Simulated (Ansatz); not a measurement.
A nudged elastic band was laid between two geometries of a periodic cell of 17 atoms, Si16Ge (host Si, host structure diamond, interstitial Ge).

Method: Ansatz, DFT PBE-D3(BJ), scalar-relativistic, plane waves, PAW. Settings: PAW set soft_1, cutoff 420 eV, k mesh 2x2x2, gaussian smearing 0.02 eV, no spin polarisation.

| Item | Value |
| --- | --- |
| movable images | 3 |
| climbing image | yes |
| spring | 5.0 eV/Å² |
| optimiser | quadratic models (default) |
| start path | IDPP |
| force threshold | 0.05 eV/Å |
| iteration limit | 80 |
| end points | relaxed |

Initial state:

```xyz
17
Lattice="0.0000 5.4300 5.4300 5.4300 0.0000 5.4300 5.4300 5.4300 0.0000" Properties=species:S:1:pos:R:3
Si 0.031 -0.001 0.001
Si 1.345 1.363 1.366
Si 2.713 2.656 0.001
Si 4.095 4.018 1.409
Si 2.713 -0.001 2.661
Si 4.095 1.409 4.023
Si 5.428 2.714 2.716
Si 6.761 4.018 4.023
Si -0.002 2.714 2.716
Si 1.345 4.064 4.067
Si 2.713 5.429 2.771
Si 4.082 6.793 4.067
Si 2.713 2.771 5.431
Si 4.082 4.064 6.796
Si 5.395 5.429 5.431
Si 6.761 6.839 6.839
Ge 8.143 5.429 5.431
```

Final state:

```xyz
17
Lattice="0.0000 5.4300 5.4300 5.4300 0.0000 5.4300 5.4300 5.4300 0.0000" Properties=species:S:1:pos:R:3
Si -0.006 0.007 -0.005
Si 1.363 1.300 1.360
Si 2.744 2.662 -0.047
Si 4.110 4.073 1.360
Si 2.731 0.008 2.725
Si 4.078 1.358 4.075
Si 5.425 2.709 2.725
Si 6.793 4.073 4.020
Si -0.019 2.661 2.768
Si 1.363 4.073 4.129
Si 2.743 5.484 2.767
Si 4.076 6.788 4.075
Si 2.731 2.709 5.425
Si 4.045 4.073 6.790
Si 5.411 5.485 5.382
Si 6.792 6.846 6.789
Ge 6.791 4.073 6.789
```

Which bonds break or form, and what moves?

Contacts lost: Si6–Ge17. Contacts made: Si9–Ge17. The atom that moves furthest is Ge17, by 2.35 Å; four of its nearest neighbours are Si6 2.43, Si16 2.43, Si8 2.43, Si4 2.43 Å at the first end and Si15 2.43, Si9 2.43, Si3 2.43, Si11 2.43 Å at the last.

Give the energies along the band, and the barrier.

The run converged. The highest image is number 2 of 0 to 4, 0.34 eV above the ends, which have the same energy within 2 meV. By the program's own check the climbing image is of a kind that is not told: the force calls were inconclusive, a negative curvature could not be distinguished from the path's own, the only one lies far off the path, or fixed occupations may fill a level only in part (lowest curvatures found: -1.90 and 0.11 eV/Å²). Limits of this set-up: coarse k mesh, a small cell, in which the defect meets its images.

| image | path coordinate (Å) | energy (eV) | Si6–Ge17 (Å) | Si9–Ge17 (Å) |
| --- | --- | --- | --- | --- |
| 0 | 0.00 | 0.00 | 2.43 | 4.70 |
| 1 | 1.01 | 0.32 | 2.60 | 3.89 |
| 2 | 2.02 | 0.34 | 3.48 | 2.77 |
| 3 | 2.69 | 0.16 | 4.14 | 2.49 |
| 4 | 3.35 | 0.00 | 4.70 | 2.43 |

What is the geometry of the highest image?


```xyz
17
Lattice="0.0000 5.4300 5.4300 5.4300 0.0000 5.4300 5.4300 5.4300 0.0000" Properties=species:S:1:pos:R:3:forces:R:3
Si 0.000 -0.069 0.070 0.00 0.00 0.00
Si 1.438 1.307 1.280 0.00 0.00 0.00
Si 2.847 2.541 -0.129 0.00 0.00 -0.01
Si 4.159 3.982 1.450 0.00 0.00 0.00
Si 2.648 -0.069 2.718 0.00 0.00 0.00
Si 3.894 1.177 4.254 0.00 0.00 0.00
Si 5.252 2.535 2.896 0.00 0.00 0.00
Si 6.699 3.982 3.989 0.00 0.00 0.00
Si 0.286 2.999 2.433 0.00 0.00 0.00
Si 1.438 4.151 4.125 0.00 0.00 0.00
Si 2.847 5.560 2.891 0.01 0.01 0.00
Si 4.340 7.053 3.809 0.00 0.00 0.00
Si 2.648 2.713 5.500 0.00 0.00 0.00
Si 4.024 4.151 6.711 0.00 0.00 0.00
Si 5.257 5.560 5.301 0.00 0.00 -0.01
Si 6.699 6.872 6.879 0.00 0.00 0.00
Ge 7.317 4.600 6.261 0.00 0.00 0.00
```

Run time: 16 min on 1 thread of Arm Neoverse V2, with other jobs on the host, peak memory 0.8 GiB.
